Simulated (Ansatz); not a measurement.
**BClH₉NSi₃: one species, many methods**

One table from this session's results is given with a row withheld; the runs are named, their logs left out.

Method: functionals in def2-TZVPP, the program's frozen cores in correlated methods; program: Ansatz 0.2.0, Gaussian basis.

Plan: PBE-D4, r2SCAN-D4, PBE0-D4, B3LYP-D4, ωB97X-V, ωB97M-V, B2PLYP; CCSD(T)/def2-TZVPP; MP2/def2-QZVPP; extrapolation to the limit.

## Structure used throughout

An earlier PBE0-D4 in a triple-zeta def2 set relaxation fixed the geometry.

15 atoms, charge 0, spin multiplicity 1.

Atoms are counted from 1 here; the program's logs count them from 0.

Bond lengths: B1–N2 1.412 Å, B1–H7 1.200 Å, B1–H8 1.198 Å, N2–Si3 1.770 Å, N2–Si5 1.734 Å, Si3–Si4 2.340 Å, Si3–H9 1.489 Å, Si3–H10 1.486 Å, Si4–H11 1.488 Å, Si4–H12 1.487 Å, Si4–H13 1.486 Å, Si5–Cl6 2.057 Å, Si5–H14 1.479 Å, Si5–H15 1.476 Å. Angles: N2–B1–H7 119.1°, N2–B1–H8 120.2°, H7–B1–H8 120.6°, B1–N2–Si3 118.6°, B1–N2–Si5 121.1°, Si3–N2–Si5 120.3°, N2–Si3–Si4 110.9°, N2–Si3–H9 106.8°, N2–Si3–H10 108.7°, Si4–Si3–H9 110.4°, Si4–Si3–H10 111.3°, H9–Si3–H10 108.7°, Si3–Si4–H11 109.7°, Si3–Si4–H12 109.7°, Si3–Si4–H13 110.1°, H11–Si4–H12 109.0°, H11–Si4–H13 109.3°, H12–Si4–H13 109.1° and more.

As a file:

```xyz
15
charge 0, multiplicity 1
B    -0.1452   -1.9411   -0.2924
N     0.5440   -0.7537    0.0359
Si    0.3046    0.6733   -0.9835
Si   -1.8001    1.6241   -0.6075
Si    1.5660   -0.6685    1.4344
Cl    0.8040    0.7160    2.7508
H    -0.8443   -1.9606   -1.2680
H    -0.0290   -2.9149    0.3952
H     1.3807    1.6400   -0.6295
H     0.4712    0.2757   -2.4051
H    -2.0005    2.7788   -1.5245
H    -2.8593    0.6123   -0.8654
H    -1.9053    2.0908    0.7991
H     2.9139   -0.1871    1.0603
H     1.5995   -1.9851    2.1002
```

The first run:

File in.yaml:

```yaml
crystal:
  periodic: [false, false, false]
  atoms:
    - {symbol: B, position_ang: [-0.145190, -1.941068, -0.292365]}
    - {symbol: N, position_ang: [0.543959, -0.753728, 0.035857]}
    - {symbol: Si, position_ang: [0.304578, 0.673335, -0.983473]}
    - {symbol: Si, position_ang: [-1.800054, 1.624095, -0.607484]}
    - {symbol: Si, position_ang: [1.565953, -0.668463, 1.434395]}
    - {symbol: Cl, position_ang: [0.803976, 0.715974, 2.750752]}
    - {symbol: H, position_ang: [-0.844345, -1.960613, -1.267965]}
    - {symbol: H, position_ang: [-0.029031, -2.914875, 0.395156]}
    - {symbol: H, position_ang: [1.380656, 1.640009, -0.629474]}
    - {symbol: H, position_ang: [0.471229, 0.275680, -2.405096]}
    - {symbol: H, position_ang: [-2.000461, 2.778767, -1.524515]}
    - {symbol: H, position_ang: [-2.859331, 0.612278, -0.865403]}
    - {symbol: H, position_ang: [-1.905319, 2.090772, 0.799133]}
    - {symbol: H, position_ang: [2.913851, -0.187082, 1.060260]}
    - {symbol: H, position_ang: [1.599529, -1.985082, 2.100222]}
basis:
  gaussian: {orbitals: def2-TZVPP}
hamiltonian: {xc: pbe, dispersion: d4}
output: {forces: true, orbitals: {seedname: orbitals}}
```

Run with:

```
$ ansatz run in.yaml --threads 2 --pin off --events-out ev --progress --plain --max-ram 32768MiB --backend cuda --devices 0, --max-vram 18GiB
```

Among the steps run: PBE-D4 (GGA); r2SCAN-D4 (meta-GGA); PBE0-D4 (hybrid); B3LYP-D4 (hybrid); ωB97X-V (range-separated); ωB97M-V (range-separated); B2PLYP (double hybrid); CCSD(T) in def2-TZVPP; MP2 in def2-QZVPP.

One table of the session follows, with a row left open; its other results are not shown here.

```
            method  atomisation energy (kJ/mol)
            PBE-D4                       4883.7
         r2SCAN-D4                       4899.1
           PBE0-D4                       4861.6
          B3LYP-D4                       4904.9
           ωB97X-V                       4943.5
           ωB97M-V                       4918.7
            B2PLYP                       4830.0
     HF/def2-TZVPP                            ?
    MP2/def2-TZVPP                       4787.1
   CCSD/def2-TZVPP                       4709.6
CCSD(T)/def2-TZVPP                       4764.8
           MP2/CBS                       4920.5
       CCSD(T)/CBS                       4898.2
```

Q: Estimate the row for HF/def2-TZVPP from the others.

The run gave: atomisation energy (kJ/mol): 3718.6. In the column «atomisation energy (kJ/mol)» it is the lowest.

Caveats from the session: Free atoms (1 B, 1 N, 3 Si, 1 Cl, 9 H) were run apart at each level; the atomisation energy is their sum less the molecule, without zero-point or spin-orbit terms.
